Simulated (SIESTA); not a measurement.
NbTe under changes of volume

One of the cells (22.373 Å³/atom); the others are scaled copies at fixed shape and fractional positions:

```
CELL_PARAMETERS angstrom
3.72750 0.00000 0.00000
-1.86375 3.22811 0.00000
0.00000 0.00000 3.71868
ATOMIC_POSITIONS crystal
Te 0.66667 0.33333 0.00000
Nb 0.00000 0.00000 0.50000
```

The cell comes from a database or a generator and needn't be the stable form of this composition.

| Property | Result |
| --- | --- |
| Program | SIESTA 5.4.2 |
| Functional | PBE |
| Potentials or basis | PseudoDojo 0.4 standard (PBE files) |
| Basis | DZP (energy shift 0.003 Ry; two zetas on semicore shells) |
| Grid cutoff | 800 Ry |
| Energy shift | 0.003 Ry |
| k mesh | 8 × 8 × 7 |
| Occupations | fermi-dirac, width 0.05 eV |
| Spin | no spin polarisation |

```tsv
volume (Å³/atom)	energy over the lowest point (meV/atom)	pressure (GPa)
20.618	?	?
21.057	29.29	8.2
21.496	11.61	5.0
22.373	0.00	-0.3
22.812	3.92	-2.5
23.250	13.85	-4.6
```

Q: What does the run at 20.618 Å³/atom give?

A: Energy over the lowest point 55.86 meV/atom; pressure 11.4 GPa.

Worked out: A Birch-Murnaghan fit of order 3 (a polynomial in V^(-2/3)) to the other rows has its minimum at 22.30 Å³/atom with B0 = V·E''(V) = 121 GPa and B' = 5.0 at fixed shape and positions, which overstates the stiffness. It gives 56.05 meV/atom at 20.618 Å³/atom, against the run's 55.86, and -dE/dV = 11.6 GPa, against 11.4.

Energies are extrapolated to zero smearing.

Caveats: the basis of atomic orbitals isn't converged, which shifts pressures, moduli and gaps.
